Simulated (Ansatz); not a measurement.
**GeH9NO (built from SMILES N.O.[GeH4]): search for a transition state**

Wanted: the transition state of a ligand exchange through a proton shuttle (form Ge1–O7, H6–N9, H2–H8 and break Ge1–H2, H6–O7, H8–N9). The guess is relaxed with those distances held, a saddle search follows, and vibrations and two downhill relaxations check it.

Method: PBE0-D4, def2-SVP first, then def2-TZVP; program: Ansatz 0.2.0, Gaussian basis.

190 further runs of the same task are left out: 190 set aside as unsound or not needed.

## (1) The system as given

The guess: 12 atoms, charge 0, spin multiplicity 1.

Atoms are counted from 1 here; the program's logs count them from 0.

Bond lengths: Ge1–H2 1.913 Å, Ge1–H3 1.513 Å, Ge1–H4 1.565 Å, Ge1–H5 1.509 Å, Ge1–O7 1.987 Å, H6–N9 1.194 Å, O7–H10 0.957 Å, H8–N9 1.066 Å, N9–H11 1.013 Å, N9–H12 1.012 Å. Angles: H2–Ge1–H3 86.9°, H2–Ge1–H4 166.3°, H2–Ge1–H5 87.0°, H2–Ge1–O7 80.3°, H3–Ge1–H4 99.4°, H3–Ge1–H5 123.7°, H3–Ge1–O7 113.9°, H4–Ge1–H5 99.3°, H4–Ge1–O7 85.9°, H5–Ge1–O7 120.1°, Ge1–O7–H10 112.8°, H6–N9–H8 91.0°, H6–N9–H11 114.9°, H6–N9–H12 114.2°, H8–N9–H11 111.9°, H8–N9–H12 111.7°, H11–N9–H12 111.5°.

Geometry (Å):

```xyz
12
GeH9NO
Ge   -1.0474    0.2637   -1.2722
H     0.8594    0.3345   -1.1370
H    -0.8696   -1.1003   -1.9024
H    -2.5894    0.2262   -1.0094
H    -0.9629    1.5582   -2.0422
H     0.3155   -0.1054    1.1403
O    -0.8529    0.2667    0.7049
H     1.5684   -0.1087    0.1218
N     1.4858   -0.3414    1.1588
H    -1.6585    0.0194    1.1576
H     1.7231   -1.3071    1.3495
H     2.0285    0.2942    1.7303
```

Distances that are to change: Ge1–O7 1.99 Å, H6–N9 1.19 Å, H2–H8 1.51 Å, Ge1–H2 1.91 Å, H6–O7 1.30 Å, H8–N9 1.07 Å.

## (2) Constrained relaxation of the guess

The input, hold/in.yaml:

```yaml
crystal:
  periodic: [false, false, false]
  atoms:
    - {symbol: Ge, position_ang: [-1.047400, 0.263700, -1.272200]}
    - {symbol: H, position_ang: [0.859400, 0.334500, -1.137000]}
    - {symbol: H, position_ang: [-0.869600, -1.100300, -1.902400]}
    - {symbol: H, position_ang: [-2.589400, 0.226200, -1.009400]}
    - {symbol: H, position_ang: [-0.962900, 1.558200, -2.042200]}
    - {symbol: H, position_ang: [0.315500, -0.105400, 1.140300]}
    - {symbol: O, position_ang: [-0.852900, 0.266700, 0.704900]}
    - {symbol: H, position_ang: [1.568400, -0.108700, 0.121800]}
    - {symbol: N, position_ang: [1.485800, -0.341400, 1.158800]}
    - {symbol: H, position_ang: [-1.658500, 0.019400, 1.157600]}
    - {symbol: H, position_ang: [1.723100, -1.307100, 1.349500]}
    - {symbol: H, position_ang: [2.028500, 0.294200, 1.730300]}
basis:
  gaussian: {orbitals: def2-SVP}
hamiltonian: {xc: pbe0, dispersion: d4}
relax: {f_tol: 0.04, max_steps: 150, escape_saddle: false, constraints: [{distance: [0, 6]}, {distance: [5, 8]}, {distance: [1, 7]}, {distance: [0, 1]}, {distance: [5, 6]}, {distance: [7, 8]}]}
```

The run is started by

```
> ansatz run in.yaml --threads 4 --pin off --events-out ev --progress --plain --max-ram 9574MiB
```

After this run come: Force constants to start from; Saddle search in the small basis; Saddle search in triple zeta; Vibrations at the point found; Relaxing after a step of 0.30 Å one way along the mode; Relaxing after a step of 0.30 Å the other way along the mode.

Before running it: what results should come out? Wanted: imaginary mode; barrier from the start side; barrier from the end side; energy of the step; pairs that change; zero-point energy at the saddle.

As calculated:

```
                       quantity                                                                                 value
                 imaginary mode                                                                             492i cm⁻¹
    barrier from the start side                                                                         39.2 kcal/mol
      barrier from the end side                                                                         33.3 kcal/mol
             energy of the step                                                                         +5.9 kcal/mol
              pairs that change  Ge1–O7 formed, H2–H8 formed, H6–N9 formed, Ge1–H2 broken, H6–O7 broken, H8–N9 broken
zero-point energy at the saddle                                                                              2.438 eV
```

**Reading.** One imaginary mode, 492i cm⁻¹, makes this a first-order saddle. It joins the planned start and end. At PBE0-D4/def2-TZVP the electronic barrier is 39.2 kcal/mol, about 66 kT at 298 K, and the step runs 5.9 kcal/mol uphill. A step off the saddle overshot and began above it in energy, so the link to its end is likely but not proven. Lower complexes than these ends may exist.
